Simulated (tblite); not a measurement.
# CH11GeN2Si2: the cost of one run

Programs: tblite 0.8.0 and PySCF 2.14.0. All values are calculated, for the isolated system unless a continuum is named. Atoms count from 0, parts from 1.

### 1 Starting point

17 atoms, charge 0, multiplicity 2; geometry: distance geometry start.

### 2 Geometry optimisation with GFN2-xTB

Job settings and geometry (Å):

```
{"job": {"kind": "relax", "xc": "GFN2-xTB", "basis": "xTB"}, "charge": 0, "multiplicity": 2}
C      0.527519    -1.051375     0.385210
N     -0.137569    -1.271347     1.628918
Si    -1.929320    -0.995982     1.623152
N     -0.064720    -1.689242    -0.780241
Si    -0.038402    -0.694129    -2.305908
Ge     2.437832    -1.036873     0.433586
H      0.177902    -2.062315     2.167127
H     -2.241965     0.331265     2.041806
H     -2.535644    -1.901565     2.542378
H     -2.448208    -1.212229     0.343490
H     -0.928329    -2.194700    -0.618134
H      1.081430     0.197388    -2.281277
H      0.098824    -1.575348    -3.432090
H     -1.228557     0.038640    -2.443099
H      2.952159    -2.446339     0.821465
H      2.938103    -0.031557     1.463290
H      2.996399    -0.678335    -0.929581
```

Method: GFN2-xTB geometry optimisation, gas phase.

Launch:

```console
$ OMP_NUM_THREADS=1 python cluster_run.py task.json out
```

This one command runs all jobs of the session in turn.

Q: Estimate the wall time of this first job on 1 thread of Arm Neoverse V1, shared host.

About 7.1 s.
